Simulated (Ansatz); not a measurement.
This script drives the Python package of Ansatz (0.2.0).

`ch5b2n_md.py`
```python
'''A short Born-Oppenheimer trajectory of CH5B2N.'''

import ansatz
from ase import Atoms
import numpy as np


def main() -> None:
    atoms = Atoms(['B', 'C', 'N', 'B', 'H', 'H', 'H', 'H', 'H'], positions=[
        [0.7692, 1.4144, -1.0187],
        [0.1519, 0.1031, -0.4953],
        [-0.23, 0.0066, 0.7235],
        [-0.6767, -1.2662, 1.3115],
        [1.0478, 1.548, -2.1797],
        [0.8255, 2.4062, -0.3116],
        [0.0971, -0.7319, -1.1764],
        [-0.839, -2.2228, 0.6338],
        [-1.0573, -1.3035, 2.4959],
    ])
    molecule = ansatz.Crystal.molecule_from_ase(atoms)

    model = molecule.calculation()
    model = model.basis(gaussian='6-31G*')
    model = model.functional('hf')
    model = model.scf(lower_state_search='light').md('nvt_nose_hoover', timestep=1.0, steps=40, temperature=300, initial_velocities='maxwell_boltzmann', seed=43, thermostat_time=50)
    frames = []
    result = model.session().plan().execute(on_event=lambda e: frames.append(e['data']) if e['event'] == 'md_step' else None)
    print('t (fs)   E_pot (eV)      E_kin (eV)   T (K)   d(0-1) (A)')
    for f in frames[::2]:
        xyz = np.array(f['positions_ang'])
        print(f'{f["time_fs"]:6.2f} {f["lagrangian_ev"]:14.5f} {f["e_kin_ev"]:10.5f} {f["temperature_k"]:8.1f} {np.linalg.norm(xyz[0] - xyz[1]):9.4f}')
    kept = np.array([f['conserved_ev'] for f in frames])
    print(f'conserved energy moves by at most {1000 * np.ptp(kept):.3f} meV')


if __name__ == '__main__':
    main()
```

It is started by `python ch5b2n_md.py`. How long does it take on 1 thread of Arm Neoverse V1 (shared host), and how much memory does it need?

It took about 40 s, with a peak of 0.19 GiB, for 1 run of the engine.

```console
$ python ch5b2n_md.py
t (fs)   E_pot (eV)      E_kin (eV)   T (K)   d(0-1) (A)
  0.00    -3933.03819    0.27145    300.0    1.5409
  2.00    -3932.99903    0.24086    266.2    1.5565
  4.00    -3933.11562    0.34695    383.4    1.5758
  6.00    -3933.01432    0.25237    278.9    1.5947
  8.00    -3932.95009    0.19043    210.5    1.6122
 10.00    -3933.03562    0.26794    296.1    1.6271
 12.00    -3932.93442    0.17601    194.5    1.6362
 14.00    -3933.00597    0.24067    266.0    1.6350
 16.00    -3933.01841    0.25561    282.5    1.6255
 18.00    -3932.96268    0.20485    226.4    1.6129
 20.00    -3933.07063    0.30713    339.4    1.6012
 22.00    -3933.03515    0.27510    304.0    1.5912
 24.00    -3933.01036    0.25170    278.2    1.5806
 26.00    -3933.03661    0.27628    305.3    1.5698
 28.00    -3932.94374    0.18972    209.7    1.5626
 30.00    -3932.99035    0.23355    258.1    1.5598
 32.00    -3933.01211    0.25550    282.4    1.5604
 34.00    -3933.03313    0.28120    310.8    1.5618
 36.00    -3933.13536    0.38026    420.3    1.5645
 38.00    -3933.09302    0.34490    381.2    1.5726
 40.00    -3933.13424    0.38435    424.8    1.5860
conserved energy moves by at most 11.713 meV
```

Reading the output:
- These settings explore the input space; basis and method may be short of convergence.
- The trajectory is only some femtoseconds long, so its temperature is not equilibrated; where the script doesn't relax first, it starts from a rough generated geometry.
- The temperature counts the internal degrees of freedom alone.
- With hydrogen a step over 0.5 fs is long.
